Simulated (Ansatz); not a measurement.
**CH4S2Si: basis-set convergence**

An exercise on one series of results from a longer session: the logs are not shown, and one member is left open.

Computed with Ansatz 0.2.0, Gaussian basis. Level: one geometry, several basis sets.

Plan: PBE0-D4/def2-SVP; ωB97M-V/def2-SVP; PBE0-D4/def2-QZVPP; ωB97M-V/def2-QZVPP; the functionals' def2-TZVPP values are taken from earlier runs.

**The geometry**

An earlier PBE0-D4 in a triple-zeta def2 set relaxation fixed the geometry.

SMILES `C[SiH]1SS1`, 8 atoms, charge 0, spin multiplicity 1.

Atoms are counted from 1 here; the program's logs count them from 0.

Bond lengths: C1–Si2 1.850 Å, C1–H5 1.093 Å, C1–H6 1.093 Å, C1–H7 1.091 Å, Si2–S3 2.100 Å, Si2–S4 2.100 Å, Si2–H8 1.479 Å, S3–S4 2.152 Å. Angles: Si2–C1–H5 110.3°, Si2–C1–H6 110.3°, Si2–C1–H7 109.9°, H5–C1–H6 108.1°, H5–C1–H7 109.1°, H6–C1–H7 109.1°, C1–Si2–S3 119.7°, C1–Si2–S4 119.7°, C1–Si2–H8 113.9°, S3–Si2–S4 61.6°, S3–Si2–H8 116.2°, S4–Si2–H8 116.2°, Si2–S3–S4 59.2°, Si2–S4–S3 59.2°.

The first run:

in.yaml

```yaml
crystal:
  periodic: [false, false, false]
  atoms:
    - {symbol: C, position_ang: [-0.547533, 0.915155, -0.363138]}
    - {symbol: Si, position_ang: [0.093761, -0.650446, 0.385000]}
    - {symbol: S, position_ang: [2.118315, -0.792234, 0.922870]}
    - {symbol: S, position_ang: [1.339740, -1.908123, -0.743815]}
    - {symbol: H, position_ang: [-1.450138, 0.715181, -0.946259]}
    - {symbol: H, position_ang: [-0.801997, 1.633474, 0.420447]}
    - {symbol: H, position_ang: [0.209482, 1.352008, -1.015494]}
    - {symbol: H, position_ang: [-0.869429, -1.322014, 1.284688]}
basis:
  gaussian: {orbitals: def2-SVP}
hamiltonian: {xc: pbe0, dispersion: d4}
output: {orbitals: {seedname: orbitals}}
```

Launch:

```console
> ansatz run in.yaml --threads 2 --pin off --events-out ev --progress --plain --max-ram 4352MiB
```

Among the steps run: PBE0-D4 in def2-SVP; ωB97M-V in def2-SVP; PBE0-D4 in def2-QZVPP; ωB97M-V in def2-QZVPP.

One table of the session follows, with a row left open; its other results are not shown here.

It belongs to the step «Functionals by basis». 

```
functional       basis  HOMO (eV)
   PBE0-D4    def2-SVP      -6.14
   PBE0-D4  def2-TZVPP      -6.23
   PBE0-D4  def2-QZVPP      -6.27
   ωB97M-V    def2-SVP      -8.24
   ωB97M-V  def2-TZVPP      -8.36
   ωB97M-V  def2-QZVPP          ?
```

Q: Estimate the row for ωB97M-V, def2-QZVPP from the others.

The run gave: HOMO (eV): -8.40. In the column «HOMO (eV)» it is the lowest.
